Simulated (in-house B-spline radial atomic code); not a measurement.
# Gd¹⁹⁺: ionisation energy by several methods

Aim: the ionisation energy of Gd¹⁹⁺ by several methods, each as the difference of two self-consistent energies (Gd¹⁹⁺ and the next ion, [Kr] 4d8).

Program: in-house B-spline radial atomic code version 1. Level of theory: scalar-relativistic (X2C), several functionals, spin-polarised, exact exchange averaged over the configuration; spherical all-electron atom at the radial basis limit. These are calculated values, not measurements, unless marked.

## (1) The atom as given

```
element       : gadolinium (Z = 64)
charge        : +19
electrons     : 45
configuration : [Kr] 4d9
nucleus       : Fermi, rms radius 5.157 fm
```

The outer shells:

[Kr] 4d9
```
[Kr] core
4d [↑↓][↑↓][↑↓][↑↓][↑ ]
```

Where spins are not typed, each open shell is filled with up spins first.

## (2) LC-ωPBE, a range-separated hybrid

The run's settings:

```ini
Z = 64
electrons = 45.0
configuration = [Kr] 4d9
hamiltonian = x2c
method = lc_wpbe
spin_polarised = True
nucleus = fermi
rms_radius = 5.1569
mass_number = 158
atomic_mass = 157.9241112
speed_of_light = 137.035999084
exact_exchange = averaged over the configuration
```

Command:

```
python run_scf.py task.json out
```

One command runs all members of the session, one after another, from task.json.

## (3) M06-2X, a global hybrid

Settings: those of step 2 with these lines changed.

```diff
@@ -4,3 +4,3 @@
 hamiltonian = x2c
-method = lc_wpbe
+method = m062x
 spin_polarised = True
```

## (4) ωB97X, a range-separated hybrid

Settings: those of step 3 with these lines changed.

```diff
@@ -4,3 +4,3 @@
 hamiltonian = x2c
-method = m062x
+method = wb97x
 spin_polarised = True
```

Before running: The tabulated ionisation energy is 601 ± 4 eV (tabulated theoretical; NIST Atomic Spectra Database). What does each method give, and which comes nearest?

As calculated:

| method | rung | total energy (hartree) | ΔSCF (eV) | −ε highest (eV) | ΔSCF less tabulated (eV) |
| --- | --- | --- | --- | --- | --- |
| M06-2X | global hybrid | -11141.6256 | 605.55 | 597.61 (4d down) | +4.55 |
| LC-ωPBE | range-separated hybrid | -11140.0418 | 605.33 | 592.58 (4d down) | +4.33 |
| ωB97X | range-separated hybrid | -11141.2253 | 605.34 | 593.63 (4d down) | +4.34 |

The tabulated ionisation energy is 601 ± 4 eV (tabulated theoretical; NIST Atomic Spectra Database). LC-ωPBE comes nearest (+4.33 eV) and M06-2X is farthest (+4.55 eV, 0.76 %). All methods miss on the same side by much the same amount, which points to something that they share. Relativistic terms that these runs lack can be as large as the gaps between close methods, so the nearest may be so by luck. Spin-orbit coupling is left out. Open shells are averaged (over orientations, and over spins where the run is restricted), while tables refer to the lowest levels.
